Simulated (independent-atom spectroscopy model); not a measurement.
# BaSrYWO6: spectra and optical constants from atomic data

Aim: from the formula and density of BaSrYWO6, work out its electron mean free paths and its X-ray refractive index.

Method: independent atoms, textbook formulas over atomic cross sections; no chemical shifts or fine structure; level and line energies, yields and scattering factors come from tables; computed with independent-atom spectroscopy model, version 2.

### Step 1. The sample

* formula: BaSrYWO6
* density: 6.559 g/cm³ (from a DFT-relaxed cell)
* molar mass: 593.69 g/mol
* atoms per volume: 66.5 per nm³

```csv
element,atoms (%),mass (%)
Ba,10.0,23.1
Sr,10.0,14.8
Y,10.0,15.0
W,10.0,31.0
O,60.0,16.2
```

### Step 2. How far electrons travel

Model: electron mean free paths: inelastic by TPP-2M with the stated gap parameter, elastic and transport from Dirac partial-wave cross sections of free atoms, attenuation length as the inelastic path times 1 - 0.738 albedo.

Settings:

```json
{
  "elements": ["Ba", "Sr", "Y", "W", "O"],
  "counts": [1, 1, 1, 1, 6],
  "density": 6.559,
  "electron_energy": [100.0, 134.0, 200.0, 300.0, 869.0, 2000.0, 3000.0, 5000.0],
  "valence_electrons": 49,
  "tpp_gap_parameter": 0.0
}
```

Units: density in g/cm³, electron_energy in eV, tpp_gap_parameter in eV.

### Step 3. X-ray refractive index

Model: refractive index n = 1 - delta + i beta from Henke atomic scattering factors, independent atoms (rough under about 100 eV); 1/e length of the intensity, critical angle sqrt(2 delta) where beta is under 0.3 delta.

Settings:

```json
{
  "elements": ["Ba", "Sr", "Y", "W", "O"],
  "counts": [1, 1, 1, 1, 6],
  "density": 6.559,
  "photon_energy": [183.3, 929.7, 1200.0, 1560.0, 4510.8, 5070.0, 5414.7, 18300.0]
}
```

Units: density in g/cm³, photon_energy in eV.

Q: Predict the outcome of this session. Wanted: free-electron plasmon energy.

As calculated:

| quantity | value |
| --- | --- |
| inelastic path at 869.0 eV | 1.69 nm |
| attenuation length there | 1.38 nm |
| free-electron plasmon energy | 21.2 eV |
| δ, β at 18300 eV | 3.44e-06, 2.05e-07 |
| 1/e length at 18300 eV | 26.3 μm |
| critical angle there | 0.150° |

What this shows: Three attenuation lengths at 869.0 eV make 4.1 nm, the depth that gives 95 % of the signal at normal exit. Above that the inelastic path grows about as energy to the power 0.79. With the gap parameter at zero the paths are too short if the compound is an insulator. β rises between 5070 and 5415 eV, so an absorption edge lies between them. Independent atoms give no chemical shifts, near-edge structure or detector effects.
